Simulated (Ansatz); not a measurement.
# VPt3: further runs on the relaxed cell

The task here is to estimate one member of a computed series from the others.

Method: DFT PBEsol, scalar-relativistic, plane waves, PAW, in Ansatz 0.2.0.

**Starting point**

Symmetry: Pm-3m, No. 221, cubic system. The conventional cell has a = 3.870 Å, b = 3.870 Å, c = 3.870 Å, α = 90.00°, β = 90.00°, γ = 90.00°. V (site symmetry m-3m) is surrounded by 12 Pt at 2.74 Å. Around Pt (site symmetry 4/mmm) lie 4 V at 2.74 Å and 8 Pt at 2.74 Å.

Coordinates:

```
CELL_PARAMETERS angstrom
3.86966 0.00000 0.00000
0.00000 3.86966 0.00000
0.00000 0.00000 3.86966
ATOMIC_POSITIONS crystal
V 0.00000 0.00000 0.00000
Pt 0.00000 0.50000 0.50000
Pt 0.50000 0.00000 0.50000
Pt 0.50000 0.50000 0.00000
```

It is the result of an earlier relaxation at this level (volume 14.49 Å³/atom; gap on the mesh: none (metal), site moments up to 1.4 μB).

Set-up of the first run:

The input, input.yaml:

```yaml
crystal:
  lattice:
    - [3.830573772, 0.0, 0.0]
    - [0.0, 3.830573772, 0.0]
    - [0.0, 0.0, 3.830573772]
  atoms:
    - { symbol: V, position: [0.0, 0.0, 0.0], spin: 1.51 }
    - { symbol: Pt, position: [0.0, 0.5, 0.5] }
    - { symbol: Pt, position: [0.5, 0.0, 0.5] }
    - { symbol: Pt, position: [0.5, 0.5, 0.0] }
basis:
  ecutwfc: 420
kpoints:
  mp_grid: { grid: [12, 12, 12] }
hamiltonian:
  xc: pbesol
scf:
  occupations: { method: gaussian, width: 0.1 }
output:
  forces: true
  stress: true
  eigenvalues: true
  populations: true
magnetization:
  spin_polarized: true
```

On the command line:

```bash
$ ansatz run input.yaml --threads 1 --pin off --max-ram 2560MiB --backend cpu --events-out ev --progress --plain --runs-dir out
```

Steps of the session up to this table: The cell scaled to 0.97 of its volume; The cell scaled to 1.03 of its volume; Volume × 0.94; Point at V/V0 = 1.06; Point at V/V0 = 0.91; The cell scaled to 1.10 of its volume; The cell scaled to 0.88 of its volume.

One table of the session follows, with a row left open; its other results are not shown here.

It belongs to the step «Fit of the equation of state». 

| volume (Å³/atom) | energy above the lowest point (meV/atom) | pressure (GPa) | largest moment (μB) |
| --- | --- | --- | --- |
| 12.748 | 229.4 | 48.16 | 1.22 |
| 13.183 | ? | ? | ? |
| 13.617 | 50.1 | 19.74 | 1.29 |
| 14.052 | 11.7 | 8.98 | 1.33 |
| 14.486 | 0.0 | 0.00 | 1.37 |
| 14.921 | 10.6 | -7.48 | 1.41 |
| 15.356 | 39.7 | -13.70 | 1.44 |
| 15.935 | 102.0 | -20.33 | 1.50 |

Q: Estimate the row for volume (Å³/atom) = 13.183 from the others.

Worked estimate for «energy above the lowest point (meV/atom)». A straight line through the neighbours (12.748, 229.4) and (13.617, 50.1) gives 229.4 + (50.1 − 229.4) × (13.183 − 12.748) / (13.617 − 12.748) = 139.6; a parabola fitted to 3 rows on both sides gives 122.6.

**Answer.** energy above the lowest point (meV/atom): 120.5; pressure (GPa): 32.66; largest moment (μB): 1.26. In «energy above the lowest point (meV/atom)» the line misses by +19.1 and the parabola by +2.1.
